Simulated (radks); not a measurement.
**Valence configurations of Cu³⁺**

An exercise on one series of results from a longer session: the logs are not shown, and one member is left open.

Method: scalar-relativistic Kohn-Sham, PBEsol, spin-polarised, spherical densities, finite nucleus; open shells are filled with parallel spins first. Code: radks (a radial shooting solver on a logarithmic mesh, Libxc functionals) version 1.

## What is computed

| Item | Value |
| --- | --- |
| element | copper (Z = 29) |
| charge | +3 |
| electrons | 26 |
| configuration | [Ar] 3d8 |
| nuclear rms radius | 3.8823 fm |
| others tried | 3d6 4s2; 3d7 4p1; 3d6 4p2; 3d7 4s1; 3d7.5 4s0.5; 3d7 4s0.5 4p0.5; 3d6 4s1 4p1 |

Outer shells as boxes (Hund's rule):

Cu³⁺
```
[Ar] core
3d [↑↓][↑↓][↑↓][↑ ][↑ ]
```

Set-up of the first run:

Settings of this run:

```text
Z 29
configuration [Ar] 3d8
relativity scalar-relativistic
functional pbe_sol,pbe_sol
spin polarised
nucleus finite rms 3.8823 fm
c 137.035999084
```

Steps of the session up to this table: [Ar] 3d8.

One of the session's tables, all rows but one given; the rest of the session is left out.

It belongs to the step «[Ar] 3d8». Sizes of the orbitals, from the radial functions (bohr):

```
  level     <r>  outermost maximum (interpolated)  90 % within  nodes
  2p up  0.2066                             0.158        0.338      0
2p down  0.2064                             0.158        0.338      0
  3s up       ?                                 ?            ?      ?
3s down  0.7068                             0.612         1.06      2
  3p up  0.7359                             0.616         1.13      1
3p down  0.7382                             0.617         1.14      1
  3d up  0.8499                             0.586         1.44      0
3d down  0.8626                             0.589         1.47      0
```

**Question.** Estimate the row for 3s up.

**Answer.** <r>: 0.7054; outermost maximum (interpolated): 0.612; 90 % within: 1.06; nodes: 2. In the column «<r>» it lies between 2p up (0.2066) and 3s down (0.7068).
